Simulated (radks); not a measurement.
# The Coulomb parameter U of the 5d shell of Pt⁺

An exercise on one series of results from a longer session: the logs are not shown, and one member is left open.

The numbers are computed with radks (a radial shooting solver on a logarithmic mesh, Libxc functionals) version 1 (scalar-relativistic Kohn-Sham, PBEsol, spin-unpolarised, spherical densities, finite nucleus), except any that are marked as measured or tabulated.

**What is computed**

* element: platinum (Z = 78)
* charge: +1
* electrons: 77
* configuration: [Xe] 4f14 5d7.5 6s1.5
* nuclear rms radius: 5.427 fm

The first run:

Settings of this run:

```text
Z 78
configuration [Xe] 4f14 5d7.5 6s1.5
relativity scalar-relativistic
functional pbe_sol,pbe_sol
spin unpolarised
nucleus finite rms 5.427 fm
c 137.035999084
```

Steps of the session up to this table: Start: [Xe] 4f14 5d7.5 6s1.5.

One of the session's tables, all rows but one given; the rest of the session is left out.

It belongs to the step «Start: [Xe] 4f14 5d7.5 6s1.5». Radial moments (bohr):

```
level     <r>  outermost maximum (interpolated)  90 % within  nodes
   4s  0.4152                             0.390        0.595      3
   4p  0.4420                             0.410        0.641      2
   4d  0.4683                             0.418        0.699      1
   5s       ?                                 ?            ?      ?
   4f  0.5159                             0.385        0.833      0
   5p   1.098                             0.976         1.59      3
   5d   1.573                              1.24         2.44      2
   6s   2.587                              2.23         3.78      5
```

Q: Estimate the row for 5s from the others.

As computed: <r>: 0.9502; outermost maximum (interpolated): 0.868; 90 % within: 1.36; nodes: 4. In the column «<r>» it lies between 4f (0.5159) and 5p (1.098).
